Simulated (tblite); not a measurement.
# BeFH2O: the cost of one run

Computed with tblite 0.8.0 and PySCF 2.14.0; each step states its level. No surroundings beyond the atoms listed, unless a continuum is named. Atoms count from 0, parts from 1.

## (1) Starting point

5 atoms, charge 1, multiplicity 1; geometry: rigid parts in contact. Parts: 1 = atom 0, `[Be+2]`, charge 2; 2 = atom 1, `[F-]`, charge -1; 3 = atoms 2–4, `O`, charge 0.

## (2) Docking the parts with GFN2-xTB

Job settings and geometry (Å):

```
{"job": {"kind": "dock", "xc": "GFN2-xTB", "basis": "xTB"}, "charge": 1, "multiplicity": 1, "parts": [{"atoms": "0-0", "charge": 2, "multiplicity": 1}, {"atoms": "1-1", "charge": -1, "multiplicity": 1}, {"atoms": "2-4", "charge": 0, "multiplicity": 1}]}
Be    -0.349930     0.003089    -0.572307
F     -1.446025     0.148802     0.189705
O      0.838891     0.040330    -1.516794
H      0.950100     0.643094    -2.266405
H      1.645354    -0.503170    -1.495416
```

Method: GFN2-xTB search for minima from random contacts, gas phase.

Run with:

```sh
OMP_NUM_THREADS=1 python cluster_run.py task.json out
```

This one command runs all jobs of the session in turn.

Q: Estimate the wall time of this first job on 1 thread of Arm Neoverse V2, shared host.

About 11 s.
